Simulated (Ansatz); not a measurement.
# YMnO3: the cost of one run

Program: Ansatz 0.2.0. Level of theory: DFT LDA+U (U_eff = 1 eV on Mn d), plane waves, PAW. These are calculated values, not measurements.

### Step 1. The starting structure

It takes space group P6_3/mmc (No. 194, hexagonal). Conventional cell: a = 3.630 Å, b = 3.630 Å, c = 11.353 Å, α = 90.00°, β = 90.00°, γ = 120.00°. Around Y (site symmetry -3m) lie 6 O at 2.32 Å. Around Mn (site symmetry -6m2) lie 5 O at 1.85 to 2.10 Å. O (site symmetry -6m2) has 3 Mn at 2.10 Å as nearest neighbours. Around O (site symmetry 3m) lie 1 Mn at 1.85 Å and 3 Y at 2.32 Å.

Coordinates:

```xyz
10
Lattice="3.6301 0.0000 0.0000 -1.8151 3.1438 0.0000 0.0000 0.0000 11.3535" Properties=species:S:1:pos:R:3 pbc="T T T"
Y     0.0000    0.0000    0.0000
Y     0.0000    0.0000    5.6767
Mn    0.0000    2.0958    2.8384
Mn    1.8151    1.0479    8.5151
O     0.0000    0.0000    2.8384
O     0.0000    0.0000    8.5151
O     0.0000    2.0958    0.9885
O     1.8151    1.0479    6.6653
O     0.0000    2.0958    4.6882
O     1.8151    1.0479   10.3650
```

Magnetic order typed: ferromagnetic.

### Step 2. From atoms, symmetry kept, no search

Input file input.yaml:

```yaml
crystal:
  lattice:
    - [3.63011209, 0.0, 0.0]
    - [-1.81505605, 3.14376929, 0.0]
    - [0.0, 0.0, 11.35349921]
  atoms:
    - { symbol: "Y", position: [0.0, 0.0, 0.0] }
    - { symbol: "Y", position: [0.0, 0.0, 0.5] }
    - { symbol: Mn, position: [0.3333333333, 0.6666666667, 0.25], spin: 4.0 }
    - { symbol: Mn, position: [0.6666666667, 0.3333333333, 0.75], spin: 4.0 }
    - { symbol: O, position: [0.0, 0.0, 0.25] }
    - { symbol: O, position: [0.0, 0.0, 0.75] }
    - { symbol: O, position: [0.3333333333, 0.6666666667, 0.08707] }
    - { symbol: O, position: [0.6666666667, 0.3333333333, 0.58707] }
    - { symbol: O, position: [0.3333333333, 0.6666666667, 0.41293] }
    - { symbol: O, position: [0.6666666667, 0.3333333333, 0.91293] }
basis:
  ecutwfc: 420
  ecutrho_ratio: 4
kpoints:
  mp_grid: { grid: [6, 6, 2] }
hamiltonian:
  xc: lda
  hubbard:
    sites: [{ site: 2, l: d, u_eff: 1.0 }, { site: 3, l: d, u_eff: 1.0 }]
scf:
  occupations: { method: gaussian, width: 0.05 }
  lower_state_search: "off"
  max_iter: 150
output:
  forces: true
  stress: true
  eigenvalues: true
  populations: true
  hubbard: { sites: [{ site: 2, l: d }, { site: 3, l: d }] }
magnetization:
  spin_polarized: true
```

Command:

```sh
ansatz run input.yaml --threads 8 --pin off --max-ram 12288MiB --backend cpu --events-out ev --progress --plain --runs-dir out
```

**Question.** How long does this run take on 8 threads of Arm Neoverse V2, shared host, and how much memory does it need?

About 2.9 s, with a peak of 0.81 GiB.
